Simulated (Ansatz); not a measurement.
**C₂H₅ClSi₂: small, medium and large basis sets**

Aim: see how fast density functionals converge with the basis set for C₂H₅ClSi₂.

Computed with Ansatz 0.2.0, Gaussian basis. Level: one geometry, several basis sets.

Plan: PBE0-D4/def2-SVP; ωB97M-V/def2-SVP; PBE0-D4/def2-QZVPP; ωB97M-V/def2-QZVPP; the functionals' def2-TZVPP values are taken from earlier runs.

## Step 1: The relaxed structure

All runs share one geometry, relaxed beforehand with PBE0-D4 in a triple-zeta def2 set.

SMILES `[SiH3][Si]1(Cl)C=C1`, 10 atoms, charge 0, spin multiplicity 1.

Atoms are counted from 1 here; the program's logs count them from 0.

Bond lengths: Si1–Si2 2.323 Å, Si1–H6 1.486 Å, Si1–H7 1.486 Å, Si1–H8 1.486 Å, Si2–Cl3 2.065 Å, Si2–C4 1.799 Å, Si2–C5 1.799 Å, C4–C5 1.336 Å, C4–H9 1.083 Å, C5–H10 1.083 Å. Angles: Si2–Si1–H6 108.7°, Si2–Si1–H7 109.7°, Si2–Si1–H8 109.8°, H6–Si1–H7 109.8°, H6–Si1–H8 109.8°, H7–Si1–H8 109.1°, Si1–Si2–Cl3 108.8°, Si1–Si2–C4 125.4°, Si1–Si2–C5 125.4°, Cl3–Si2–C4 120.0°, Cl3–Si2–C5 120.0°, C4–Si2–C5 43.6°, Si2–C4–C5 68.2°, Si2–C4–H9 156.2°, C5–C4–H9 135.6°, Si2–C5–C4 68.2°, Si2–C5–H10 156.1°, C4–C5–H10 135.6°.

## Step 2: PBE0-D4 in def2-SVP

Contents of in.yaml:

```yaml
crystal:
  periodic: [false, false, false]
  atoms:
    - {symbol: Si, position_ang: [-1.311891, -1.139215, -0.714477]}
    - {symbol: Si, position_ang: [0.581412, -0.212017, 0.261230]}
    - {symbol: Cl, position_ang: [1.878034, -1.735078, 0.773583]}
    - {symbol: C, position_ang: [0.639471, 1.355114, 1.143239]}
    - {symbol: C, position_ang: [1.215644, 1.441006, -0.058710]}
    - {symbol: H, position_ang: [-2.254041, -0.043661, -1.060699]}
    - {symbol: H, position_ang: [-0.930094, -1.880666, -1.944284]}
    - {symbol: H, position_ang: [-1.959824, -2.077242, 0.238445]}
    - {symbol: H, position_ang: [0.490527, 2.027640, 1.979444]}
    - {symbol: H, position_ang: [1.733961, 2.212919, -0.614771]}
basis:
  gaussian: {orbitals: def2-SVP}
hamiltonian: {xc: pbe0, dispersion: d4}
output: {orbitals: {seedname: orbitals}}
```

After this run come: ωB97M-V in def2-SVP; PBE0-D4 in def2-QZVPP; ωB97M-V in def2-QZVPP.

**Question.** What will the summary of the whole plan be? Wanted: PBE0-D4: double and triple zeta above quadruple; ωB97M-V: double and triple zeta above quadruple.

The runs gave:

| quantity | value |
| --- | --- |
| PBE0-D4: double and triple zeta above quadruple | 13.27, 1.01 eV |
| ωB97M-V: double and triple zeta above quadruple | 13.29, 0.95 eV |

What this shows: PBE0-D4 gains 12.26 eV from double to triple zeta, then 1.01 eV more. Total energies overstate the basis error of differences, where much of it tends to cancel. The LUMO of ωB97M-V is positive and keeps falling with the basis (1.53 to 0.99 eV): an unbound level that the basis holds in place.
